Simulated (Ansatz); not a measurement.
**C4H9BCl2: vertical ionisation energy**

One table from this session's results is given with a row withheld; the runs are named, their logs left out.

The runs use Ansatz 0.2.0, Gaussian basis; unrestricted cation, the program's frozen cores in correlated methods.

The runs, in order: UKS PBE-D4/def2-TZVPP; UKS r2SCAN-D4/def2-TZVPP; UKS PBE0-D4/def2-TZVPP; UKS B3LYP-D4/def2-TZVPP; UKS wB97X-V/def2-TZVPP; UKS wB97M-V/def2-TZVPP; UKS B2PLYP/def2-TZVPP; UHF-CCSD(T)/def2-TZVPP; UHF-MP2/def2-QZVPP; extrapolation to the limit; then −ε(HOMO) from the neutral's earlier runs with LDA (SPW92), PBE-D4, revPBE-D4, BLYP-D4, r2SCAN-D4, B97M-V, PBE0-D4, B3LYP-D4, r2SCANh-D4, r2SCAN0-D4, HSE06-D4, BHLYP-D4, CAM-B3LYP-D4, LC-ωPBE, ωB97X-V, ωB97M-V.

## The relaxed structure

All runs share one geometry, relaxed beforehand with PBE0-D4 in a triple-zeta def2 set.

16 atoms, charge 0, spin multiplicity 1.

Atoms are counted from 1 here; the program's logs count them from 0.

Bond lengths: C1–C2 1.521 Å, C1–H8 1.093 Å, C1–H9 1.093 Å, C1–H10 1.095 Å, C2–C3 1.522 Å, C2–C4 1.529 Å, C2–H11 1.096 Å, C3–H12 1.093 Å, C3–H13 1.095 Å, C3–H14 1.093 Å, C4–B5 1.556 Å, C4–H15 1.096 Å, C4–H16 1.103 Å, B5–Cl6 1.752 Å, B5–Cl7 1.752 Å. Angles: C2–C1–H8 111.4°, C2–C1–H9 111.1°, C2–C1–H10 110.8°, H8–C1–H9 107.9°, H8–C1–H10 107.7°, H9–C1–H10 107.7°, C1–C2–C3 110.8°, C1–C2–C4 110.9°, C1–C2–H11 108.2°, C3–C2–C4 110.7°, C3–C2–H11 108.1°, C4–C2–H11 108.0°, C2–C3–H12 111.7°, C2–C3–H13 110.6°, C2–C3–H14 111.2°, H12–C3–H13 107.9°, H12–C3–H14 107.7°, H13–C3–H14 107.7° and more.

The first run:

The input, in.yaml:

```yaml
crystal:
  periodic: [false, false, false]
  atoms:
    - {symbol: C, position_ang: [0.267670, -1.840636, -0.025047]}
    - {symbol: C, position_ang: [0.427301, -0.328118, 0.013513]}
    - {symbol: C, position_ang: [0.606303, 0.233558, -1.389804]}
    - {symbol: C, position_ang: [-0.764996, 0.327502, 0.710300]}
    - {symbol: B, position_ang: [-0.660082, 1.838025, 1.068663]}
    - {symbol: Cl, position_ang: [-2.101533, 2.820778, 1.227584]}
    - {symbol: Cl, position_ang: [0.876651, 2.608002, 1.408681]}
    - {symbol: H, position_ang: [0.175935, -2.258632, 0.980809]}
    - {symbol: H, position_ang: [1.124987, -2.314970, -0.509343]}
    - {symbol: H, position_ang: [-0.628835, -2.122843, -0.586266]}
    - {symbol: H, position_ang: [1.328581, -0.094218, 0.591594]}
    - {symbol: H, position_ang: [0.765331, 1.314817, -1.375361]}
    - {symbol: H, position_ang: [-0.279712, 0.032504, -2.000695]}
    - {symbol: H, position_ang: [1.464574, -0.221055, -1.890138]}
    - {symbol: H, position_ang: [-1.684288, 0.150802, 0.139876]}
    - {symbol: H, position_ang: [-0.940785, -0.168015, 1.679932]}
basis:
  gaussian: {orbitals: def2-TZVPP}
total_charge: 1
magnetization: {spin_polarized: true, initial_magnetization: 1}
hamiltonian: {xc: pbe, dispersion: d4}
```

The run is started by

```
ansatz run in.yaml --threads 2 --pin off --events-out ev --progress --plain --max-ram 22528MiB --backend cuda --devices 0, --max-vram 18GiB
```

Steps of the session up to this table: Cation, UKS PBE-D4/def2-TZVPP; Cation, UKS r2SCAN-D4/def2-TZVPP; Cation, UKS PBE0-D4/def2-TZVPP; Cation, UKS B3LYP-D4/def2-TZVPP; Cation, UKS wB97X-V/def2-TZVPP; Cation, UKS wB97M-V/def2-TZVPP; Cation, UKS B2PLYP (frozen core)/def2-TZVPP; Cation, UHF-CCSD(T)/def2-TZVPP; Cation, UHF-MP2/def2-QZVPP.

One of the session's tables, all rows but one given; the rest of the session is left out.

For comparison, −ε(HOMO) of the neutral from earlier runs:

| functional | −ε(HOMO) (eV) |
| --- | --- |
| LDA (SPW92) | 7.50 |
| PBE-D4 | 7.36 |
| revPBE-D4 | 7.30 |
| BLYP-D4 | 7.23 |
| r2SCAN-D4 | 7.67 |
| B97M-V | 7.81 |
| PBE0-D4 | 8.74 |
| B3LYP-D4 | 8.50 |
| r2SCANh-D4 | ? |
| r2SCAN0-D4 | 8.93 |
| HSE06-D4 | 8.33 |
| BHLYP-D4 | 10.02 |
| CAM-B3LYP-D4 | 10.13 |
| LC-ωPBE | 11.49 |
| ωB97X-V | 11.14 |
| ωB97M-V | 10.99 |

Estimate the missing values for r2SCANh-D4.

Worked estimate for «−ε(HOMO) (eV)». Against the share of exact exchange, r2SCAN-D4 (0, 7.67), r2SCAN0-D4 (0.25, 8.93) give a slope of 5.04 per unit share; at 0.1 the line stands at 8.17.

As computed: −ε(HOMO) (eV): 8.18. In «−ε(HOMO) (eV)» the line misses by -0.01.
